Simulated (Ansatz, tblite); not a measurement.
# C33H17F3OS6: a ladder of methods and basis sets

How do method and basis change the picture of C33H17F3OS6 (singlet)?

Program: Ansatz 0.2.0, Gaussian basis. Level of theory: as each input shows. These are calculated values, not measurements.

Plan: GFN1-xTB, GFN2-xTB, PBE-D4/def2-TZVP, r2SCAN-D4/def2-TZVP, PBE-D4/def2-SVP, PBE0-D4/def2-SVP.

1 further run of the same task is left out (set aside as unsound or not needed).

### 1 The geometry

The geometry is that of the singlet, from an earlier relaxation (PBE-D4/def2-SVP).

SMILES `COc1ccc(-c2cc3sc(-c4cc5sc(-c6cc7sc(-c8ccc(C(F)=C(F)F)cc8)cc7s6)cc5s4)cc3s2)cc1`, 60 atoms, charge 0, spin multiplicity 1.

Bond lengths: C1–O2 1.415 Å, C1–H44 1.113 Å, C1–H45 1.114 Å, C1–H46 1.106 Å, O2–C3 1.359 Å, C3–C4 1.410 Å, C3–C43 1.413 Å, C4–C5 1.400 Å, C4–H47 1.098 Å, C5–C6 1.413 Å, C5–H48 1.102 Å, C6–C7 1.461 Å, C6–C42 1.420 Å, C7–C8 1.395 Å, C7–S41 1.771 Å, C8–C9 1.417 Å, C8–H49 1.097 Å, C9–S10 1.741 Å and more. Angles: O2–C1–H44 111.9°, O2–C1–H45 111.9°, O2–C1–H46 106.5°, H44–C1–H45 108.6°, H44–C1–H46 108.9°, H45–C1–H46 108.9°, C1–O2–C3 118.4°, O2–C3–C4 124.8°, O2–C3–C43 116.2°, C4–C3–C43 119.1°, C3–C4–C5 119.8°, C3–C4–H47 121.1°, C5–C4–H47 119.1°, C4–C5–C6 122.1°, C4–C5–H48 118.4°, C6–C5–H48 119.5°, C5–C6–C7 121.8°, C5–C6–C42 117.2° and more.

PBE0-D4/def2-TZVP was run before; its log isn't repeated, and its numbers join the tables.

### 2 GFN1-xTB

Tight binding, by tblite at 300 K electronic temperature and without a spin-polarisation term:

```python
tblite.interface.Calculator('GFN1-xTB', numbers, positions, charge=0, uhf=0).singlepoint()
```

Energy -3297.8973 eV, HOMO -10.30 eV, LUMO -8.88 eV; 0.33 s.

### 3 GFN2-xTB

Tight binding, by tblite at 300 K electronic temperature and without a spin-polarisation term:

```python
tblite.interface.Calculator('GFN2-xTB', numbers, positions, charge=0, uhf=0).singlepoint()
```

Energy -3184.8163 eV, HOMO -9.79 eV, LUMO -8.40 eV; 0.36 s.

### 4 PBE-D4/def2-TZVP

start.molden holds the orbitals of an earlier run on this state, given as this run's starting guess.

The input, in.yaml:

```yaml
crystal:
  periodic: [false, false, false]
  atoms:
    - {symbol: C, position_ang: [-14.881407, -0.151146, 0.416096]}
    - {symbol: O, position_ang: [-14.062189, 0.674738, -0.390164]}
    - {symbol: C, position_ang: [-12.713078, 0.548830, -0.283306]}
    - {symbol: C, position_ang: [-12.055050, -0.355279, 0.575774]}
    - {symbol: C, position_ang: [-10.655684, -0.395409, 0.602515]}
    - {symbol: C, position_ang: [-9.865606, 0.444678, -0.214144]}
    - {symbol: C, position_ang: [-8.405788, 0.398659, -0.181958]}
    - {symbol: C, position_ang: [-7.495199, 1.254211, -0.801484]}
    - {symbol: C, position_ang: [-6.153390, 0.884468, -0.537093]}
    - {symbol: S, position_ang: [-4.591853, 1.509682, -0.985046]}
    - {symbol: C, position_ang: [-3.767933, 0.237231, -0.071376]}
    - {symbol: C, position_ang: [-2.328210, 0.178686, -0.032811]}
    - {symbol: C, position_ang: [-1.525971, -0.730036, 0.664676]}
    - {symbol: C, position_ang: [-0.150183, -0.478984, 0.457919]}
    - {symbol: S, position_ang: [1.331059, -1.209783, 1.008742]}
    - {symbol: C, position_ang: [2.301219, -0.041308, 0.099169]}
    - {symbol: C, position_ang: [3.740788, -0.105121, 0.126694]}
    - {symbol: C, position_ang: [4.645871, 0.710682, -0.559311]}
    - {symbol: C, position_ang: [5.985705, 0.344036, -0.293431]}
    - {symbol: S, position_ang: [7.544318, 0.914670, -0.812013]}
    - {symbol: C, position_ang: [8.376074, -0.311669, 0.158511]}
    - {symbol: C, position_ang: [9.832279, -0.386370, 0.148716]}
    - {symbol: C, position_ang: [10.522100, -1.391972, 0.870740]}
    - {symbol: C, position_ang: [11.913077, -1.475456, 0.850964]}
    - {symbol: C, position_ang: [12.692188, -0.555531, 0.106027]}
    - {symbol: C, position_ang: [14.143874, -0.708044, 0.118360]}
    - {symbol: F, position_ang: [14.627018, -1.742554, 0.847935]}
    - {symbol: C, position_ang: [15.087628, 0.043774, -0.505480]}
    - {symbol: F, position_ang: [16.384081, -0.199477, -0.424133]}
    - {symbol: F, position_ang: [14.827289, 1.100228, -1.264702]}
    - {symbol: C, position_ang: [12.011053, 0.458010, -0.613760]}
    - {symbol: C, position_ang: [10.620174, 0.534480, -0.587724]}
    - {symbol: C, position_ang: [7.468543, -1.117756, 0.847780]}
    - {symbol: C, position_ang: [6.127393, -0.747135, 0.591505]}
    - {symbol: S, position_ang: [4.567557, -1.325419, 1.106315]}
    - {symbol: C, position_ang: [1.498745, 0.869033, -0.595911]}
    - {symbol: C, position_ang: [0.123354, 0.616821, -0.391236]}
    - {symbol: S, position_ang: [-1.358323, 1.345039, -0.945339]}
    - {symbol: C, position_ang: [-4.676455, -0.624249, 0.550807]}
    - {symbol: C, position_ang: [-6.015500, -0.254089, 0.284835]}
    - {symbol: S, position_ang: [-7.579558, -0.876831, 0.727416]}
    - {symbol: C, position_ang: [-10.550758, 1.343971, -1.073701]}
    - {symbol: C, position_ang: [-11.940803, 1.398472, -1.107699]}
    - {symbol: H, position_ang: [-14.703791, 0.021195, 1.501702]}
    - {symbol: H, position_ang: [-14.725261, -1.231665, 0.197039]}
    - {symbol: H, position_ang: [-15.927625, 0.115680, 0.177016]}
    - {symbol: H, position_ang: [-12.621358, -1.029559, 1.231753]}
    - {symbol: H, position_ang: [-10.164595, -1.100784, 1.291486]}
    - {symbol: H, position_ang: [-7.794596, 2.118141, -1.407525]}
    - {symbol: H, position_ang: [-1.932943, -1.531980, 1.292833]}
    - {symbol: H, position_ang: [4.335760, 1.526354, -1.224019]}
    - {symbol: H, position_ang: [9.957421, -2.130871, 1.457196]}
    - {symbol: H, position_ang: [12.418766, -2.269053, 1.417441]}
    - {symbol: H, position_ang: [12.573118, 1.193987, -1.202071]}
    - {symbol: H, position_ang: [10.126485, 1.335993, -1.159297]}
    - {symbol: H, position_ang: [7.770825, -1.939887, 1.508124]}
    - {symbol: H, position_ang: [1.905637, 1.674950, -1.219134]}
    - {symbol: H, position_ang: [-4.369300, -1.481301, 1.162971]}
    - {symbol: H, position_ang: [-9.979317, 2.007879, -1.738410]}
    - {symbol: H, position_ang: [-12.467717, 2.094139, -1.776797]}
basis:
  gaussian: {orbitals: def2-TZVP, fitting: {mean_field: def2-universal-jkfit}, initial_orbitals: start.molden}
hamiltonian: {xc: pbe, dispersion: d4}
scf: {omitted_lower_state_checks: [starts]}
output: {orbitals: {seedname: orbitals}}
```

Command:

```bash
$ ansatz run in.yaml --threads 5 --pin off --events-out ev --progress --plain --max-ram 66560MiB --backend cuda --devices 0, --max-vram 37GiB
```

After this run come: r2SCAN-D4/def2-TZVP; PBE-D4/def2-SVP; PBE0-D4/def2-SVP.

Before running them: what should the planned runs give, taken together? Wanted: gap in def2-TZVP, named functionals, smallest and largest; binding an atom, functionals in def2-TZVP; PBE0 total energy, smallest basis above largest.

As calculated:

| quantity | value |
| --- | --- |
| gap in def2-TZVP, named functionals, smallest and largest | 1.49 eV (PBE-D4), 2.67 eV (PBE0-D4) |
| binding an atom, functionals in def2-TZVP | 5.26 (r2SCAN-D4) to 5.48 eV (PBE-D4) |
| PBE0 total energy, smallest basis above largest | 70.80 eV (def2-SVP, def2-TZVP) |

What this shows: Orbital gaps of the named functionals in def2-TZVP span 1.49 eV (PBE-D4) to 2.67 eV (PBE0-D4); exact exchange widens it.
